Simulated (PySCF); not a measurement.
# (FSi)4CH26 adamantane (C6H12F4Si4): geometry, NMR shifts and electronic excitations

Aim: predict the NMR shifts and electronic excitations of (FSi)4CH26 adamantane (C6H12F4Si4).

Computed with PySCF 2.14.0, with density-fitted response routines of our own, on a single molecule in the gas phase. Atoms are numbered from 0 throughout.

## Step 1: The molecule as given

26 atoms, charge 0, multiplicity 1; geometry from: GFN2-xTB. The atoms were then displaced at random by about 0.03 Å, so the start is not that level's minimum.

Bonds of the start (Å): Si0–F1 1.62, Si0–C2 1.79, Si0–C8 1.82, Si0–C12 2.07, C2–Si3 2.00, C2–H14 1.14, C2–H15 1.11, Si3–F4 1.55, Si3–C5 1.84, Si3–C13 1.99, C5–Si6 1.86, C5–H16 1.11, C5–H17 1.08, Si6–F7 1.66, Si6–C8 1.90, Si6–C9 1.92, C8–H18 1.13, C8–H19 1.05, C9–Si10 1.90, C9–H20 1.08, C9–H21 1.12, Si10–F11 1.62, Si10–C12 1.89, Si10–C13 1.88, C12–H22 1.00, C12–H23 1.04, C13–H24 1.11, C13–H25 1.06.

## Step 2: Geometry optimisation at PBE0-D3(BJ)/def2-SVP

Job settings and geometry (Å):

```
{"job": {"xc": "PBE0", "basis": "def2-SVP", "d3": "d3bj", "grid": 1, "maxiter": 40, "shake": 0.03, "kind": "geom"}, "charge": 0, "multiplicity": 1}
Si    -0.977120    -1.644630     0.209170
F     -1.952690    -2.935250     0.360140
C      0.139830    -1.459790     1.598430
Si     1.339600     0.123870     1.412190
F      2.302280     0.198310     2.619760
C      2.164700     0.069940    -0.229080
Si     0.960350    -0.068720    -1.643400
F      1.782120    -0.099930    -3.079680
C     -0.109710    -1.619890    -1.391250
C     -0.210930     1.445990    -1.593660
Si    -1.159450     1.504730     0.051130
F     -2.093190     2.824280     0.067720
C     -2.261310    -0.024080     0.190750
C      0.056970     1.642550     1.471860
H      0.827190    -2.364060     1.642840
H     -0.324050    -1.397110     2.600540
H      2.803870     0.974000    -0.342140
H      2.826070    -0.777690    -0.222790
H     -0.808880    -1.758480    -2.270530
H      0.459430    -2.495310    -1.470050
H      0.328340     2.364190    -1.793410
H     -0.882720     1.349840    -2.480310
H     -2.720930     0.014340     1.082870
H     -2.925240    -0.111780    -0.598930
H      0.741540     2.510290     1.376150
H     -0.447520     1.740330     2.401640
```

Run with:

```bash
OMP_NUM_THREADS=2 python probes_run.py task.json out
```

The driver reads the jobs from task.json and runs them one after another.

**Question.** This job is followed by: GIAO PBE0/pcSseg-1 NMR shielding, non-relativistic, gas phase; TDDFT PBE0/def2-SVPD, vertical, gas phase, core orbitals frozen in the response; GIAO wB97X-D/pcSseg-1 NMR shielding, non-relativistic, gas phase. Predict these results of the whole session: point group; rotational constants (main isotopes); 13C shifts against TMS (PBE0/pcSseg-1, means over atoms taken as alike); 1H shifts against TMS (PBE0/pcSseg-1, means over atoms taken as alike); 29Si shifts against TMS (PBE0/pcSseg-1, means over atoms taken as alike); 19F shifts against CFCl3 (PBE0/pcSseg-1, means over atoms taken as alike); potential on the surface of density 0.002 e/bohr³, 1st and 99th percentile; lowest singlet (PBE0/def2-SVPD); brightest single state of those computed; lowest triplet; range of the shift of F1 (with its like atoms).

As calculated:

```
                                                                  quantity                        value
                                                               point group             Td (approximate)
                                      rotational constants (main isotopes)         0.43, 0.43, 0.43 GHz
   13C shifts against TMS (PBE0/pcSseg-1, means over atoms taken as alike)                     10.3 ppm
    1H shifts against TMS (PBE0/pcSseg-1, means over atoms taken as alike)                     0.43 ppm
  29Si shifts against TMS (PBE0/pcSseg-1, means over atoms taken as alike)                     31.5 ppm
 19F shifts against CFCl3 (PBE0/pcSseg-1, means over atoms taken as alike)                   -174.2 ppm
potential on the surface of density 0.002 e/bohr³, 1st and 99th percentile           -1.02 V and 1.25 V
                                           lowest singlet (PBE0/def2-SVPD)  6.75 eV (184 nm), f = 0.000
                                  brightest single state of those computed  state 4, 7.53 eV, f = 0.003
                                                            lowest triplet                      6.47 eV
                            range of the shift of F1 (with its like atoms)         -174.2 to -167.6 ppm
```

The start of the PBE0/def2-SVP relaxation was shaken at random by about 0.03 Å, so part of the energy gained, and of the first lengths quoted, undoes that. Over 14 steps the energy fell by 1.407 eV; of the close pairs, Si0–C12 changed most, 2.068 to 1.871 Å. At PBE0/pcSseg-1: Shielding is most anisotropic at Si0, Si3, Si6, Si10 (span 72 ppm, paramagnetic term -561 ppm). The first singlet state (HOMO→LUMO 0.99) lies at 6.75 eV and is dark; of the 10 states computed, the strongest absorption comes from states 4 to 6 together at 7.53 eV. The lowest triplet lies 0.28 eV below the lowest singlet (triplets in Tamm-Dancoff, singlets in full TDDFT). The lowest singlet moves an electron between orbitals on different atoms, a charge-transfer state, which PBE0 without long-range exact exchange places too low; its energy and rank are unsure. Across the 2 runs the shift of F1 (with its like atoms) moves most, between -174.2 (PBE0/pcSseg-1) and -167.6 ppm (wB97X-D/pcSseg-1).
